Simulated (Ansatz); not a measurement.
MoN2:

```
Mo N
1.0
     4.34805    0.00000    0.00000
     0.00000    4.34805    0.00000
     0.00000    0.00000    2.76746
Mo N
2 4
Direct
  0.00000 0.00000 0.00000
  0.50000 0.50000 0.00000
  0.61165 0.88835 0.50000
  0.38835 0.11165 0.50000
  0.11165 0.61165 0.50000
  0.88835 0.38835 0.50000
```

Measurements of this composition are mostly on another form, of space group No. 160.

Base run:

```yaml
Program: Ansatz 0.2.0
Functional: r2SCAN
Potentials_or_basis: Ansatz PAW
Cutoff: 500 eV
Density_cutoff: 2000 eV
k_mesh: 6 × 6 × 10
Occupations: fermi-dirac, width 0.05 eV
Spin: no spin polarisation
```

Its results: band gap on the k mesh none (metal or under the smearing width); pressure -8.0 GPa; largest force 0.019 eV/Å.

**Question.** The run is repeated on the same cell with these changes: functional from r2SCAN to PBEsol; cutoff from 500 eV to 420 eV; density cutoff from 2000 eV to 1680 eV. What comes out?

**Answer.** Band gap on the k mesh none (metal or under the smearing width); pressure -14.1 GPa; largest force 0.034 eV/Å.

Caveats: the PAW data sets come from PBE, with cores solved anew for the run's functional, which leaves a small shift of forces and pressure.

Not every run made on this cell is shown here.
